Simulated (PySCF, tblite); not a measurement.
# C₃H₈AsB: geometry, infrared bands, NMR shifts and spin-spin couplings

Wanted: the infrared bands, NMR shifts and spin-spin couplings of C₃H₈AsB (`C=CBC[AsH2]`), by calculation.

Programs: tblite 0.8.0 and PySCF 2.14.0, with density-fitted response routines of our own. Each step states its level of theory. These are calculated values for one molecule in the gas phase, unless marked as measured. Atoms are numbered from 0 throughout.

**1. Starting geometry**

13 atoms, charge 0, multiplicity 1; geometry from: force field or distance geometry start.

Bonds of the start (Å): C0–C1 1.34, C1–B2 1.57, B2–C3 1.58, C3–As4 1.95, C0–H5 1.10, C0–H6 1.08, C1–H7 1.07, B2–H8 1.19, C3–H9 1.11, C3–H10 1.12, As4–H11 1.53, As4–H12 1.54.

**2. Optimising the geometry with GFN2-xTB**

The job: settings as JSON, then the geometry in Å.

```
{"job": {"kind": "relax", "xc": "GFN2-xTB", "basis": "xTB"}, "charge": 0, "multiplicity": 1}
C      2.277200     0.788800     0.336900
C      1.297800     0.289900    -0.433600
B      0.316200    -0.815100     0.091500
C     -1.178400    -0.923800    -0.402800
As    -2.395900     0.416300     0.322900
H      2.900800     1.557100    -0.137400
H      2.441600     0.489500     1.362700
H      1.190900     0.637900    -1.437100
H      0.843400    -1.827900     0.412700
H     -1.289500    -0.931000    -1.503200
H     -1.571500    -1.915500    -0.057500
H     -2.440400     0.473500     1.850600
H     -2.396600     1.760700    -0.423500
```

Launch:

```console
OMP_NUM_THREADS=1 python probes_run.py task.json out
```

This one command runs all jobs of the session in turn.

**Question.** This job is followed by: GFN2-xTB harmonic vibrations, gas phase; GIAO PBE0/pcSseg-1 NMR shielding, non-relativistic, gas phase; B3LYP/pcJ-1 As:pcSseg-1 indirect spin-spin coupling, non-relativistic, gas phase. Predict these results of the whole session: strongest single infrared mode (GFN2-xTB); zero-point energy (GFN2-xTB); ¹³C shifts against TMS (PBE0/pcSseg-1); ¹H shifts against TMS (PBE0/pcSseg-1, means over atoms taken as alike); ¹¹B shifts against BF3·OEt2 (PBE0/pcSseg-1); ⁷⁵As shifts against AsH3 (PBE0/pcSseg-1); surface potential, 1st and 99th percentile; largest coupling of the table (B3LYP/pcSseg-1+pcJ-1).

The runs gave:

| quantity | value |
| --- | --- |
| strongest single infrared mode (GFN2-xTB) | 1924 cm⁻¹, 864 km/mol |
| zero-point energy (GFN2-xTB) | 59.4 kcal/mol |
| ¹³C shifts against TMS (PBE0/pcSseg-1) | 155.5, 152.8, 18.0 ppm |
| ¹H shifts against TMS (PBE0/pcSseg-1, means over atoms taken as alike) | 6.83, 6.81, 6.75, 6.05, 2.17, 1.54 ppm |
| ¹¹B shifts against BF3·OEt2 (PBE0/pcSseg-1) | 54.3 ppm |
| ⁷⁵As shifts against AsH3 (PBE0/pcSseg-1) | 140 ppm |
| surface potential, 1st and 99th percentile | -0.57 V and 0.79 V |
| largest coupling of the table (B3LYP/pcSseg-1+pcJ-1) | ¹J(C,H) C0–H6, 162.6 Hz |

What this shows: Over 84 steps the energy fell by 1.851 eV; of the close pairs, C3–As4 changed most, 1.951 to 2.006 Å. All 33 modes are real, so the xTB geometry is a minimum. The strongest single mode, at 1924 cm⁻¹, moves mainly H12 and H11. Unscaled tight-binding wavenumbers are off by several per cent, some by more. Its intensities can rank the bands wrongly. C0 (terminal =CH2 carbon) lies farthest downfield among carbon, at 155.5 ppm; an sp2 carbon of a C=C bond. At PBE0/pcSseg-1: The largest span, 425 ppm, is at As4, where the paramagnetic term is -1027 ppm. At PBE0/pcSseg-1, counted by nearest atom on the grid, the HOMO lies on As4 45 %; C0, C3 about 11 % each, the LUMO on B2 33 %; C0 22 %. Of the pairs tabulated at B3LYP/pcSseg-1+pcJ-1, C0–H6 couples most strongly (162.6 Hz; Fermi contact 162.1 Hz). Couplings across rotatable bonds belong to this one conformer; where others are populated, the observed values are averages. Spin-orbit coupling is left out, which matters for shieldings and couplings at and beside the heavy atoms.
